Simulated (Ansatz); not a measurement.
**FGeH7Si2: up Jacob's ladder to CCSD(T)**

An exercise on one series of results from a longer session: the logs are not shown, and one member is left open.

Method: functionals in def2-TZVPP, the program's frozen cores in correlated methods; program: Ansatz 0.2.0, Gaussian basis.

Plan: PBE-D4, r2SCAN-D4, PBE0-D4, B3LYP-D4, ωB97X-V, ωB97M-V, B2PLYP; CCSD(T)/def2-TZVPP; MP2/def2-QZVPP; extrapolation to the limit.

### Structure used throughout

The geometry comes from an earlier relaxation with PBE0-D4 in a triple-zeta def2 set; it is a stationary point, not always the lowest conformer.

11 atoms, charge 0, spin multiplicity 1.

Atoms are counted from 1 here; the program's logs count them from 0.

Bond lengths: F1–Ge2 1.754 Å, Ge2–Si3 2.385 Å, Ge2–H5 1.539 Å, Ge2–H6 1.540 Å, Si3–Si4 2.338 Å, Si3–H7 1.490 Å, Si3–H8 1.488 Å, Si4–H9 1.487 Å, Si4–H10 1.487 Å, Si4–H11 1.485 Å. Angles: F1–Ge2–Si3 105.5°, F1–Ge2–H5 105.2°, F1–Ge2–H6 105.2°, Si3–Ge2–H5 115.9°, Si3–Ge2–H6 113.7°, H5–Ge2–H6 110.3°, Ge2–Si3–Si4 108.7°, Ge2–Si3–H7 107.8°, Ge2–Si3–H8 109.2°, Si4–Si3–H7 111.1°, Si4–Si3–H8 111.3°, H7–Si3–H8 108.6°, Si3–Si4–H9 110.3°, Si3–Si4–H10 109.1°, Si3–Si4–H11 109.6°, H9–Si4–H10 109.0°, H9–Si4–H11 109.4°, H10–Si4–H11 109.4°.

Set-up of the first run:

Input file in.yaml:

```yaml
crystal:
  periodic: [false, false, false]
  atoms:
    - {symbol: F, position_ang: [-2.377171, 0.794910, -0.208633]}
    - {symbol: Ge, position_ang: [-0.878018, 1.677529, -0.428834]}
    - {symbol: Si, position_ang: [0.812902, 0.011875, -0.663049]}
    - {symbol: Si, position_ang: [0.420531, -1.681376, 0.900637]}
    - {symbol: H, position_ang: [-1.113413, 2.574774, -1.657221]}
    - {symbol: H, position_ang: [-0.726521, 2.537718, 0.839298]}
    - {symbol: H, position_ang: [2.130562, 0.665804, -0.427723]}
    - {symbol: H, position_ang: [0.788158, -0.518730, -2.052821]}
    - {symbol: H, position_ang: [1.530486, -2.671102, 0.878903]}
    - {symbol: H, position_ang: [0.334826, -1.081127, 2.258143]}
    - {symbol: H, position_ang: [-0.857042, -2.367075, 0.581899]}
basis:
  gaussian: {orbitals: def2-TZVPP}
hamiltonian: {xc: pbe, dispersion: d4}
output: {forces: true, orbitals: {seedname: orbitals}}
```

Command:

```console
ansatz run in.yaml --threads 4 --pin off --events-out ev --progress --plain --max-ram 10444MiB
```

Steps of the session up to this table: PBE-D4 (GGA); r2SCAN-D4 (meta-GGA); PBE0-D4 (hybrid); B3LYP-D4 (hybrid); ωB97X-V (range-separated); ωB97M-V (range-separated); B2PLYP (double hybrid); CCSD(T) in def2-TZVPP; MP2 in def2-QZVPP.

One of the session's tables, all rows but one given; the rest of the session is left out.

| method | atomisation energy (kJ/mol) |
| --- | --- |
| PBE-D4 | 3156.1 |
| r2SCAN-D4 | 3192.0 |
| PBE0-D4 | 3138.9 |
| B3LYP-D4 | ? |
| ωB97X-V | 3224.7 |
| ωB97M-V | 3174.7 |
| B2PLYP | 3136.6 |
| HF/def2-TZVPP | 2394.6 |
| MP2/def2-TZVPP | 3105.7 |
| CCSD/def2-TZVPP | 3096.7 |
| CCSD(T)/def2-TZVPP | 3128.3 |
| MP2/CBS | 3179.4 |
| CCSD(T)/CBS | 3202.1 |

Q: Estimate the row for B3LYP-D4 from the others.

The run gave: atomisation energy (kJ/mol): 3175.4. In the column «atomisation energy (kJ/mol)» it lies between ωB97M-V (3174.7) and MP2/CBS (3179.4).

Limits of these values: Free atoms (1 F, 1 Ge, 2 Si, 7 H) were run apart at each level; the atomisation energy is their sum less the molecule, without zero-point or spin-orbit terms.
